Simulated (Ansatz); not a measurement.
# Cr: the cost of one run

Method: DFT PBEsol, PAW, plane waves, scalar-relativistic, in Ansatz 0.2.0.

**1. The system as given**

The structure is cubic, space group Im-3m (No. 229). The conventional cell has a = 2.884 Å, b = 2.884 Å, c = 2.884 Å, α = 90.00°, β = 90.00°, γ = 90.00°. Cr (site symmetry m-3m) is surrounded by 8 Cr at 2.50 Å.

Coordinates:

```
CELL_PARAMETERS angstrom
-1.44195 1.44195 1.44195
1.44195 -1.44195 1.44195
1.44195 1.44195 -1.44195
ATOMIC_POSITIONS crystal
Cr 0.00000 0.00000 0.00000
```

Atoms are counted from 1 in the order of input.yaml (Cr1 and so on).

Changes shown after the default run: Fermi–Dirac width 0.003 eV, no switch to direct minimisation; Broyden, β 0.7, preconditioner Kerker scaled by the density of states; Anderson, β 0.02, history 12, no preconditioner; Broyden, β 0.7, preconditioner local Kerker; Broyden, β 0.3, preconditioner Resta; Broyden, β 0.7, preconditioner Kerker; Broyden, β 0.5, history 2, no preconditioner.

The search for lower states is off throughout, and inputs that name a mixer don't switch to direct minimisation unless they say so. Spin is collinear, with starting moments Cr1 3.00 μB. β is the mixing step of the charge; the magnetisation has a step of its own, which the program sets unless it is named.

**2. Default SCF settings**

The input, input.yaml:

```yaml
crystal:
  lattice:
    - [-1.44195, 1.44195, 1.44195]
    - [1.44195, -1.44195, 1.44195]
    - [1.44195, 1.44195, -1.44195]
  atoms:
    - { symbol: Cr, position: [0.0, 0.0, 0.0], spin: 3.0 }
magnetization:
  spin_polarized: true
hamiltonian:
  xc: pbesol
  pseudopotentials: { kind: paw }
basis:
  ecutwfc: 420
kpoints:
  mp_grid: { grid: [15, 15, 15] }
scf:
  occupations: { method: gaussian, width: 0.1 }
  lower_state_search: "off"
output:
  forces: true
  stress: true
  write_density: true
  write_potential: true
  elf: true
  volumetric_format: npy
```

Launch:

```console
$ ansatz run input.yaml --threads 2 --pin off --max-ram 5120MiB --backend cpu --events-out ev --progress --plain --runs-dir out
```

Q: Estimate wall time and peak memory on 2 threads of Arm Neoverse V1, shared host.

About 3.3 s, with a peak of 0.28 GiB.
